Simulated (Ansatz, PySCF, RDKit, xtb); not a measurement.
# Solving CuF, step by step, part 2 of 2

Task: start from the formula CuF, draw up candidate structures, narrow them down in stages, and characterise the one that lies lowest at 298.15 K.

xtb, Ansatz and PySCF; isolated molecules. The steps go on from the part before.

## 15. NMR shieldings (GIAO PBE0/pcSseg-1)

An in-house driver calls PySCF's response routines at GIAO PBE0/pcSseg-1; it has no typed input.

Log:

```text
coarse grid: 12744 points
cycle   1  E = -1738.6712990255  dE =  6.517e-01  |g| = 3.502e+00  |ddm| = 1.668e+00
cycle   2  E = -1732.9691626936  dE =  5.702e+00  |g| = 7.767e+00  |ddm| = 4.520e+00
cycle   3  E = -1739.4125875501  dE = -6.443e+00  |g| = 2.031e+00  |ddm| = 3.924e+00
cycle   4  E = -1739.6977529571  dE = -2.852e-01  |g| = 9.613e-01  |ddm| = 1.111e+00
cycle   5  E = -1739.8300590471  dE = -1.323e-01  |g| = 9.251e-02  |ddm| = 4.642e-01
cycle   6  E = -1739.8311543740  dE = -1.095e-03  |g| = 1.517e-02  |ddm| = 5.693e-02
cycle   7  E = -1739.8311900260  dE = -3.565e-05  |g| = 4.586e-03  |ddm| = 1.213e-02
cycle   8  E = -1739.8311970147  dE = -6.989e-06  |g| = 3.209e-03  |ddm| = 7.264e-03
cycle   9  E = -1739.8311981897  dE = -1.175e-06  |g| = 1.224e-03  |ddm| = 2.694e-03
final grid: 24648 points
cycle  10  E = -1739.8310827823  dE =  6.482e-07  |g| = 3.259e-03  |ddm| = 1.358e-03
cycle  11  E = -1739.8310776346  dE =  5.148e-06  |g| = 9.038e-03  |ddm| = 3.721e-03
cycle  12  E = -1739.8310835849  dE = -5.950e-06  |g| = 1.098e-04  |ddm| = 2.621e-03
cycle  13  E = -1739.8310835862  dE = -1.273e-09  |g| = 6.342e-05  |ddm| = 7.608e-05
cycle  14  E = -1739.8310835869  dE = -6.737e-10  |g| = 7.675e-06  |ddm| = 7.109e-05
converged SCF energy = -1739.8310835869

GIAO shielding tensors (ppm)
atom      isotropic    diamagn.    paramagn.     s11        s22        s33       span
  0 Cu     684.971    2402.995   -1718.023   -176.441   -176.439   2407.794   2584.235
  1 F      648.518     469.487     179.030    490.702    727.425    727.425    236.724
```

Wall time 2 s (1 thread of Intel Xeon 6975P-C (Granite Rapids), shared host).

Isotropic shieldings, averaged over atoms that the bond graph makes equivalent (absolute, not shifts):

```tsv
atoms	shielding (ppm)
Cu1	685.0
F2	648.5
```

## 16. The cation at the same geometry (PBE0/def2-TZVPD)

Input file input.yaml:

```yaml
basis:
  gaussian:
    orbitals: def2-TZVPD
crystal:
  periodic: [false, false, false]
  atoms:
    - {symbol: Cu, position_ang: [0.000000, 0.000000, -0.874401]}
    - {symbol: F, position_ang: [0.000000, 0.000000, 0.874401]}
total_charge: 1
magnetization:
  spin_polarized: true
  initial_magnetization: 1
hamiltonian:
  xc: {name: PBE0}
```

On the command line:

```
$ ansatz run input.yaml --threads 1 --pin off --max-ram 2610MiB --events-out events.jsonl --progress --plain --runs-dir runs
```

Log:

```text
Warning: RAYON_NUM_THREADS=1 ignored (pool sized by the plan → 1); use --threads N
[... 2 set-up lines as earlier in the session ...]
  parameter a = 0.25
  parameter kappa = 0.804
  parameter beta = 0.06672455060314922
  exchange = (1 - a)*pbe_x(kappa = kappa, mu = beta*pi^2/3) + a*exact_x
  correlation = pbe_c(beta = beta)
745 factors; their error is unknown
mean field evaluation 1: about -47323.9678 eV, gradient 9.8e1 eV
mean field evaluation 2: about -47113.1414 eV, gradient 3.5e2 eV
mean field evaluation 4: about -47334.1386 eV, gradient 4.6e1 eV
mean field evaluation 8: about -47339.1166 eV, gradient 4.3e-1 eV
mean field evaluation 16: about -47339.2374 eV, gradient 5.2e-4 eV
mean field evaluation 32: about -47338.9724 eV, gradient 7.9e0 eV
mean field -47339.23740941 eV, -1739.6848871084 hartree, gradient 1.5e-6 eV, S^2 0.754121; 2 other end points of the search recorded, 0 dependent functions left out
reference -47339.23744122 eV, -1739.6848882771 hartree; 19, 18 occupied and 69, 70 virtual orbitals, 745 factors
Total energy: -47339.23744122 eV, -1739.6848882771 hartree
```

It took 5.4 s on 1 thread of Intel Xeon 6975P-C (Granite Rapids), shared host.

Difference from the parent: 10.37 eV.

## 17. The anion at the same geometry (PBE0/def2-TZVPD)

Input file input.yaml:

```yaml
crystal:
  periodic: [false, false, false]
  atoms:
    - {symbol: Cu, position_ang: [0.000000, 0.000000, -0.874401]}
    - {symbol: F, position_ang: [0.000000, 0.000000, 0.874401]}
basis:
  gaussian: {orbitals: def2-TZVPD}
total_charge: -1
magnetization: {spin_polarized: true, initial_magnetization: 1}
hamiltonian: {xc: {name: PBE0}}
scf: {lower_state_search: off}
```

On the command line:

```
$ ansatz run input.yaml --threads 1 --pin off --max-ram 2610MiB --events-out events.jsonl --progress --plain --runs-dir runs
```

Log, shortened:

```text
Warning: RAYON_NUM_THREADS=1 ignored (pool sized by the plan → 1); use --threads N
[... 2 set-up lines as earlier in the session ...]
[...]
745 factors; their error is unknown
[...]
mean field -47350.75024847 eV, -1740.1079761400 hartree, gradient 6.2e-6 eV, S^2 0.756518; 0 other end points of the search recorded, 0 dependent functions left out
reference -47350.75027281 eV, -1740.1079770346 hartree; 20, 19 occupied and 68, 69 virtual orbitals, 745 factors
Total energy: -47350.75027281 eV, -1740.1079770346 hartree
Checks for a lower state left out: stability, starts, cluster_reference, orbital_swaps, neighbouring_geometries, increment
```

It took 1.1 s on 1 thread of Intel Xeon 6975P-C (Granite Rapids), shared host.

Parent less the species with the added electron: 1.14 eV.

## 18. The triplet at the same geometry (PBE0/def2-TZVPD)

Input file input.yaml:

```yaml
crystal:
  periodic: [false, false, false]
  atoms:
    - {symbol: Cu, position_ang: [0.000000, 0.000000, -0.874401]}
    - {symbol: F, position_ang: [0.000000, 0.000000, 0.874401]}
basis:
  gaussian:
    orbitals: def2-TZVPD
magnetization:
  spin_polarized: true
  initial_magnetization: 2
hamiltonian:
  xc: {name: PBE0}
```

On the command line:

```
$ ansatz run input.yaml --threads 1 --pin off --max-ram 2610MiB --events-out events.jsonl --progress --plain --runs-dir runs
```

Log, shortened:

```text
Warning: RAYON_NUM_THREADS=1 ignored (pool sized by the plan → 1); use --threads N
[... 7 set-up lines as earlier in the session ...]
745 factors; their error is unknown
mean field evaluation 1: about -47345.5015 eV, gradient 2.7e1 eV
mean field evaluation 2: about -47334.0203 eV, gradient 6.7e1 eV
mean field evaluation 4: about -47347.7408 eV, gradient 2.0e0 eV
mean field evaluation 8: about -47347.8803 eV, gradient 1.1e-1 eV
mean field evaluation 16: about -47347.8804 eV, gradient 2.4e-4 eV
mean field evaluation 32: about -47347.8804 eV, gradient 1.6e-5 eV
mean field -47347.88037065 eV, -1740.0025100755 hartree, gradient 1.6e-5 eV, S^2 2.002065; 2 other end points of the search recorded, 0 dependent functions left out
reference -47347.88040359 eV, -1740.0025112859 hartree; 20, 18 occupied and 68, 70 virtual orbitals, 745 factors
Total energy: -47347.88040359 eV, -1740.0025112859 hartree
```

Wall time 4.5 s (1 thread of Intel Xeon 6975P-C (Granite Rapids), shared host).

It lies 1.72 eV above the singlet.

## 19. Stability of the closed-shell solution (PBE0/def2-SVP)

Input file input.py:

```python
# [F][Cu]
from pyscf import gto, dft

mol = gto.Mole()
mol.atom = [
    ('Cu', (0.000000, 0.000000, -0.874401)),
    ('F', (0.000000, 0.000000, 0.874401)),
]
mol.verbose = 3
mol.basis = 'def2-svp'
mol.max_memory = 1860
mol.build()

mf = dft.RKS(mol)
mf.xc = 'pbe0'
mf = mf.density_fit(auxbasis='def2-universal-jkfit')
mf.grids.level = 3
mf.max_cycle = 100
mf.kernel()
if not mf.converged:
    mf = mf.newton().run(mf.mo_coeff, mf.mo_occ)

energy = mf.e_tot
print('Final energy', energy)
mo_i, mo_e, stable_i, stable_e = mf.stability(internal=True, external=True, return_status=True)
print('stable: internal', stable_i, 'external', stable_e)
```

On the command line:

```
$ OMP_NUM_THREADS=1 python input.py
```

Log:

```text
converged SCF energy = -1739.68464716733
Final energy -1739.684647167326
<class 'pyscf.df.df_jk.DFRKS'> wavefunction is stable in the internal stability analysis
<class 'pyscf.df.df_jk.DFRKS'> wavefunction is stable in the real -> complex stability analysis
<class 'pyscf.df.df_jk.DFRKS'> wavefunction is stable in the RHF/RKS -> UHF/UKS stability analysis
stable: internal True external True
```

It took 6.6 s on 1 thread of Intel Xeon 6975P-C (Granite Rapids), shared host.

## 20. What came out

The summary covers parts 1 to 2.

```
                                                       quantity                                                                  value
                                         lowest structure found                                                  [F][Cu], singlet, C∞v
                                                  next finalist                            [F][Cu], triplet, 44.0 kcal/mol higher in G
                      share at equilibrium, among the finalists                                                                100.0 %
                                                         funnel  3 starts, 1 minima at GFN2-xTB, 2 screening runs, 2 relaxed, 2 ranked
                                           CPU time of all runs                                                                  2 min
harmonic wavenumbers, lowest and highest (BLYP-D3(BJ)/def2-SVP)                                                       622 and 622 cm⁻¹
                            rotational constants, same geometry                                                            0.3769 cm⁻¹
                                dipole moment (PBE0/def2-TZVPD)                                                                 5.25 D
                                  HOMO energy (PBE0/def2-TZVPD)                                                               -7.48 eV
                                  LUMO energy (PBE0/def2-TZVPD)                                                               -3.02 eV
                                HOMO–LUMO gap (PBE0/def2-TZVPD)                                                                4.46 eV
                     lowest excitation (TD-CAM-B3LYP/def2-SVPD)                                                    2.26 eV (f = 0.006)
            lowest triplet excitation, same level, Tamm-Dancoff                                                                1.45 eV
                                     vertical ionisation energy                                                               10.37 eV
                                     vertical electron affinity                                                                1.14 eV
                                  vertical triplet less singlet                                                               +1.72 eV
```

**Reading.** The lowest structure found is `[F][Cu]`. The margin of 44.0 kcal/mol over the next finalist is beyond the usual error of the last level; it says nothing of structures that weren't ranked. r2SCAN-D4/def2-SVP, BLYP-D3(BJ)/def2-SVP and MP2/def2-TZVPP already put its bonding pattern lowest among the structures in one piece; HF/def2-TZVPP favours the triplet [F][Cu]. The largest share of the time went into the properties (41 %). A large T1 diagnostic among the finalists warns that one reference determinant may not suffice. It concerns: the winner. A measured dipole moment is 5.26 D (Liu, Meijer, Perez-Rios, Phys. Chem. Chem. Phys. 22 (2020) 24191). The calculated dipole moment of 5.25 D is off by -0.01 D. 2 values of this kind are on record (5.26 to 5.77 D); this one was drawn at random. Measured bands beside the harmonic value that lies nearest after scaling by 0.96 (printed unscaled): 614.8 cm⁻¹ (quoted in “Oxygen radical character in group 11 oxygen fluorides”, 2018, pmc:5871800), calculated 622 cm⁻¹. The calculated value lies +1.2 % away; anharmonicity is left out, and bands are matched by nearness alone, so a match can be wrong and a large miss can look smaller than it is. Two atoms have one connectivity; only another electronic state could lie lower.
